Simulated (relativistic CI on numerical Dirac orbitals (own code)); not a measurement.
**Mn⁶⁺: E1 transition arrays**

Aim: all E1 lines from the first configuration of Mn⁶⁺, summed into arrays with their mean energies and widths.

The numbers are computed with relativistic CI on numerical Dirac orbitals (own code) version 3 (Dirac-Coulomb-Breit CI, KLI orbitals optimised for each configuration, model QED (radiative potential, 1s self-energy scaled to tabulated hydrogen-like ionisation energies), valence Slater integrals scaled by 0.9, whole transition arrays), except any that are marked as measured or tabulated.

## Step 1: The system

- ion: Mn⁶⁺ (Mn VII)
- nuclear charge: 25
- electrons: 19
- isotope: A = 55
- configurations: [Ar] 3d; [Ar] 4f; [Ne] 3s2 3p5 3d2; [Ar] 4p; [Ar] 5f

Outer shells as boxes (Hund's rule):

[Ar] 3d1
```
[Ar] core
3d [↑ ][  ][  ][  ][  ]
```

## Step 2: Main run

Settings, as recorded:

```ini
atom Mn  Z=25  charge=6  electrons=19
nucleus A=55  rms_radius_fm=3.7057
hamiltonian dirac-coulomb  breit=on  qed=on  c_scale=1
orbitals kli  potential=per-configuration
slater_scale 0.9
correlation none
mixing on
configurations
  [Ar] 3d
  [Ar] 4f
  [Ne] 3s2 3p5 3d2
  [Ar] 4p
  [Ar] 5f
end
arrays E1 from the first configuration
```

## Step 3: Without configuration mixing

Changes to the settings of step 2:

```diff
@@ -6,3 +6,3 @@
 correlation none
-mixing on
+mixing off
 configurations
```

## Step 4: Slater integrals scaled by 1

Changes to the settings of step 3:

```diff
@@ -4,5 +4,5 @@
 orbitals kli  potential=per-configuration
-slater_scale 0.9
+slater_scale 1
 correlation none
-mixing off
+mixing on
 configurations
```

## Step 5: Slater integrals scaled by 0.8

Changes to the settings of step 4:

```diff
@@ -4,3 +4,3 @@
 orbitals kli  potential=per-configuration
-slater_scale 1
+slater_scale 0.8
 correlation none
```

(Steps that only read results are left out.)

Q: Predict the outcome of this session. Wanted: strongest array, main run; lines in all.

As calculated:

The array to 3p5 3d2, the strongest of the main run, in each run:

| run | time | mean (eV) | width (eV) | gf sum | strongest line (nm) | strongest array of the run |
| --- | --- | --- | --- | --- | --- | --- |
| main run | 0.15 s | 66.95 | 3.79 | 35.47 | 17.86 | 3p5 3d2 |
| without configuration mixing | 0.15 s | 66.79 | 3.45 | 39.44 | 17.86 | 3p5 3d2 |
| Slater integrals scaled by 1 | 0.15 s | 68.72 | 4.22 | 35.65 | 17.37 | 3p5 3d2 |
| Slater integrals scaled by 0.8 | 0.15 s | 65.16 | 3.47 | 35.29 | 18.39 | 3p5 3d2 |

```
                 quantity                    value
strongest array, main run     to 3p5 3d2, 60 lines
       its mean and width  67.0 ± 3.8 eV (18.5 nm)
      its share of all gf                     75 %
             lines in all                       69
```

**Reading.** The array to 3p5 3d2 carries 75 % of the oscillator strength, around 18.5 nm. Configuration mixing moves its mean by +0.16 eV and changes its gf sum by -10 %. All levels of the first configuration count with their statistical weight; no plasma population is modelled.
